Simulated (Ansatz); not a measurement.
# Nb2AlB5: the cost of one run

Method: DFT PBE, scalar-relativistic, plane waves, PAW, unless a step names another level, in Ansatz 0.2.0.

1 further run of the same task is left out (it didn't finish). Runs told in other sessions of the task aren't counted.

## (1) The system as given

It takes space group Cmcm (No. 63, orthorhombic). The conventional cell has a = 3.318 Å, b = 29.889 Å, c = 3.085 Å, α = 90.00°, β = 90.00°, γ = 90.00°. Al (site symmetry m2m) has 12 B at 2.39 to 2.43 Å in its first shell of neighbours. Around Nb (site symmetry m2m) lie 12 B at 2.43 to 2.49 Å. Nb (site symmetry m2m) is surrounded by 7 B at 2.37 to 2.60 Å. B (site symmetry m2m) is surrounded by 3 B at 1.73 to 1.76 Å and 6 Al at 2.39 to 2.43 Å. Around B (site symmetry m2m) lie 3 B at 1.73 to 1.77 Å and 4 Al at 2.42 Å and 2 Nb at 2.45 Å. B (site symmetry m2m) is surrounded by 3 B at 1.77 to 1.82 Å and 2 Al at 2.39 Å and 4 Nb at 2.45 Å. B (site symmetry m2m) has 3 B at 1.82 Å and 6 Nb at 2.37 to 2.43 Å in its first shell of neighbours. B (site symmetry m2m) is surrounded by 2 B at 1.82 Å and 7 Nb at 2.38 to 2.60 Å.

Coordinates:

```cif
data_structure
_symmetry_space_group_name_H-M 'P 1'
_symmetry_Int_Tables_number 1
_cell_length_a 15.0363
_cell_length_b 15.0363
_cell_length_c 3.0848
_cell_angle_alpha 90.000
_cell_angle_beta 90.000
_cell_angle_gamma 167.330
_cell_volume 152.98
loop_
_atom_site_label
_atom_site_type_symbol
_atom_site_fract_x
_atom_site_fract_y
_atom_site_fract_z
_atom_site_occupancy
Al1 Al 0.54369 0.45631 0.25000 1
Al2 Al 0.45631 0.54369 0.75000 1
Nb1 Nb 0.36764 0.63236 0.25000 1
Nb2 Nb 0.63236 0.36764 0.75000 1
Nb3 Nb 0.28141 0.71859 0.75000 1
Nb4 Nb 0.71859 0.28141 0.25000 1
B1 B 0.01409 0.98591 0.75000 1
B2 B 0.07192 0.92808 0.75000 1
B3 B 0.10117 0.89883 0.25000 1
B4 B 0.16203 0.83797 0.25000 1
B5 B 0.19433 0.80567 0.75000 1
B6 B 0.89883 0.10117 0.75000 1
B7 B 0.83797 0.16203 0.75000 1
B8 B 0.98591 0.01409 0.25000 1
B9 B 0.92808 0.07192 0.25000 1
B10 B 0.80567 0.19433 0.25000 1
```

It came out lowest among 22 distinct ends of the trial cells. At a tolerance of 0.05 Å it has space group Cmcm (No. 63).

## (2) Kick test: the unmoved cell on a coarse mesh

input.yaml

```yaml
crystal:
  lattice:
    - [0.0, 0.0, 3.0848472633]
    - [-3.3183118253, 0.0, 0.0]
    - [1.6591559126, -14.9444631367, 0.0]
  atoms:
    - { symbol: Al, position: [0.25, 0.5436851387, 0.0873702774] }
    - { symbol: Al, position: [0.75, 0.4563148613, 0.9126297226] }
    - { symbol: Nb, position: [0.25, 0.3676449506, 0.7352899013] }
    - { symbol: Nb, position: [0.75, 0.6323550494, 0.2647100987] }
    - { symbol: Nb, position: [0.75, 0.2814070351, 0.5628140701] }
    - { symbol: Nb, position: [0.25, 0.7185929649, 0.4371859299] }
    - { symbol: B, position: [0.75, 0.0140918854, 0.0281837709] }
    - { symbol: B, position: [0.75, 0.0719212804, 0.1438425608] }
    - { symbol: B, position: [0.25, 0.1011662831, 0.2023325662] }
    - { symbol: B, position: [0.25, 0.1620341459, 0.3240682919] }
    - { symbol: B, position: [0.75, 0.1943295021, 0.3886590043] }
    - { symbol: B, position: [0.75, 0.8988337169, 0.7976674338] }
    - { symbol: B, position: [0.75, 0.8379658541, 0.6759317081] }
    - { symbol: B, position: [0.25, 0.9859081146, 0.9718162291] }
    - { symbol: B, position: [0.25, 0.9280787196, 0.8561574392] }
    - { symbol: B, position: [0.25, 0.8056704979, 0.6113409957] }
basis:
  ecutwfc: 420
kpoints:
  mp_grid: { grid: [8, 6, 6] }
hamiltonian:
  xc: pbe
scf:
  occupations: { method: gaussian, width: 0.2 }
  lower_state_search: "off"
output:
  forces: true
  stress: true
  eigenvalues: true
```

Launch:

```bash
$ ansatz run input.yaml --threads 1 --pin off --max-ram 2560MiB --backend cpu --events-out ev --progress --plain --runs-dir out
```

What time and memory should one allow on 1 thread of Intel Xeon 6975P-C (Granite Rapids), shared host?

About 16 s, with a peak of 0.71 GiB.
